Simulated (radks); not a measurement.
# B in [He] 2s2 3d1: an all-electron calculation

One table from this session's results is given with a row withheld; the runs are named, their logs left out.

Program: radks (a radial shooting solver on a logarithmic mesh, Libxc functionals) version 1. Level of theory: Dirac Kohn-Sham, PBE, spin-unpolarised, spherical densities, finite nucleus; open shells are shared between the two j in proportion to 2j + 1. These are calculated values, not measurements, unless marked.

## The system

```
element            : boron (Z = 5)
charge             : 0
electrons          : 5
configuration      : [He] 2s2 3d1
nuclear rms radius : 2.406 fm
```

The outer shells:

B
```
[He] core
2s [↑↓]
3d [↑ ][  ][  ][  ][  ]
```

The first run:

Input:

```text
Z 5
configuration [He] 2s2 3d1 2p0 3s0 4d0 4f0
relativity Dirac
functional pbe,pbe
spin unpolarised
j_filling average
nucleus finite rms 2.406 fm
c 137.035999084
```

Among the steps run: Self-consistent calculation.

One of the session's tables, all rows but one given; the rest of the session is left out.

It belongs to the step «Orbitals and density». Sizes of the orbitals, from the radial functions (bohr):

```
level     <r>  outermost maximum (interpolated)  90 % within  nodes
1s1/2  0.3291                             0.210        0.592      0
2s1/2   1.785                              1.45         2.79      1
2p1/2   1.856                              1.40         3.08      0
2p3/2       ?                                 ?            ?      ?
3s1/2   6.472                              5.55         9.74      2
3d3/2   9.851                              8.90         14.8      0
3d5/2   9.851                              8.90         14.8      0
```

Estimate the missing values for 2p3/2.

**Answer.** <r>: 1.857; outermost maximum (interpolated): 1.40; 90 % within: 3.08; nodes: 0. In the column «<r>» it lies between 2p1/2 (1.856) and 3s1/2 (6.472).
